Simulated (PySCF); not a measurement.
# LuOCl: other functionals and bases at one geometry

How far do other levels of theory move the description of LuOCl, and what does each cost? The species was built from a template and needn't be a known compound.

Computed with PySCF 2.14.0. Level: several levels, as the steps say, no spin–orbit coupling.

1 further run of the same task is left out (for a known fault of the program).

### 1 Where the work starts

3 atoms, charge 0, spin multiplicity 1.

Bond lengths: Lu1–O2 1.794 Å, Lu1–Cl3 2.456 Å. Angles: O2–Lu1–Cl3 116.9°.

As a file:

```mol
ClLuO
  3D, bonds by distance, orders not assigned

  3  2  0  0  0  0  0  0  0  0999 V2000
    0.2126    0.0000   -0.3606 Lu  0  0
    1.7187    0.0000    0.6140 O   0  0
   -1.9107    0.0000    0.8728 Cl  0  0
  1  2  8  0
  1  3  8  0
M  END
```

Formal oxidation states: Lu +3. Each metal's 14 4f electrons lie in its core potential, so multiplicities, spins and levels count the valence alone. An earlier session relaxed this geometry at PBE0, Lu lcecp-1-SVP with ECP60, O def2-SVP, Cl def2-SVP (singlet, point group Cs).

At PBE0 on the finer grid: E = -575.060337 Eh, HOMO -7.00 eV, LUMO -2.89 eV, Mulliken charge on Lu1 +0.77 e, largest force component 0.004 eV/Å. 

Levels to run: B3LYP; TPSSh; PBE0, TZVP. Hardware: 2 threads of Intel Xeon Platinum 8259CL at 2.50GHz (Skylake/Cascade Lake), shared host.

### 2 B3LYP

The input, run.py (the lines that set the calculation):

```python
mol = gto.M(atom='''
Lu     0.21262     0.00000    -0.36056
O      1.71873     0.00000     0.61405
Cl    -1.91067     0.00000     0.87282''',
    basis={'Lu': 'lcecp-1-SVP', 'O': 'def2-SVP', 'Cl': 'def2-SVP'},
    ecp={'Lu': 'lcecp-1-SVP'},
    charge=0, spin=0)
mf = dft.RKS(mol, xc='B3LYP')
mf.grids.atom_grid = (75, 302)  # f atoms: unpruned, at least (60, 302)
mf = mf.density_fit()  # fitting sets: Lu AutoAux, O def2-universal-JKFIT, Cl def2-universal-JKFIT
mf.conv_tol = 1e-08; mf.max_cycle = 55
mf.kernel(dm0)  # dm0: the density of the relaxed state
```

Command:

```sh
$ OMP_NUM_THREADS=2 python run.py
```

### 3 TPSSh

Changes to run.py (the lines that set the calculation) since step 2:

```diff
@@ -7,3 +7,3 @@
     charge=0, spin=0)
-mf = dft.RKS(mol, xc='B3LYP')
+mf = dft.RKS(mol, xc='TPSSH')
 mf.grids.atom_grid = (75, 302)  # f atoms: unpruned, at least (60, 302)
```

### 4 PBE0, TZVP

Basis: Lu lcecp-1-TZVP with ECP60, O def2-TZVP, Cl def2-TZVP. 

The input, run.py (the lines that set the calculation):

```python
mol = gto.M(atom='''
Lu     0.21262     0.00000    -0.36056
O      1.71873     0.00000     0.61405
Cl    -1.91067     0.00000     0.87282''',
    basis={'Lu': 'lcecp-1-TZVP', 'O': 'def2-TZVP', 'Cl': 'def2-TZVP'},
    ecp={'Lu': 'lcecp-1-TZVP'},
    charge=0, spin=0)
mf = dft.RKS(mol, xc='PBE0')
mf.grids.atom_grid = (75, 302)  # f atoms: unpruned, at least (60, 302)
mf = mf.density_fit()  # fitting sets: Lu AutoAux, O def2-universal-JKFIT, Cl def2-universal-JKFIT
mf.conv_tol = 1e-08; mf.max_cycle = 55
mf.kernel(dm0)  # dm0: free metal ions and neutral atoms
```

**Question.** What will these runs give? Wanted: for each run, HOMO; gap; charge on Lu1; dipole; largest force.

As calculated:

| level | state | HOMO (eV) | gap (eV) | charge on Lu1 (e) | dipole (D) | largest force (eV/Å) | basis functions | time |
| --- | --- | --- | --- | --- | --- | --- | --- | --- |
| PBE0 (relaxed here) | singlet | -7.00 | 4.11 | 0.77 | 7.37 | 0.00 | 65 | 5.9 s |
| B3LYP | singlet | -6.73 | 3.51 | 0.72 | 7.20 | 0.46 | 65 | 2.8 s |
| TPSSh | singlet | -6.16 | 3.07 | 0.78 | 7.23 | 0.51 | 65 | 4.2 s |
| PBE0, TZVP | singlet | -6.98 | 4.11 | 1.21 | 7.58 | 0.10 | 115 | 9 s |

Times are on 2 threads of Intel Xeon Platinum 8259CL at 2.50GHz (Skylake/Cascade Lake), shared host; the first row also made further properties.

In one basis the HOMO–LUMO gap runs from 3.07 eV (TPSSh) to 4.11 eV (PBE0). The largest leftover force, 0.51 eV/Å with TPSSh, stands at a geometry relaxed at another level. The Mulliken charge on Lu spans +0.72 to +1.21 e over the levels. With 4f in the core, its levels are missing from HOMO and gap. Total energies of different levels can't be compared. Spin–orbit coupling is left out throughout.
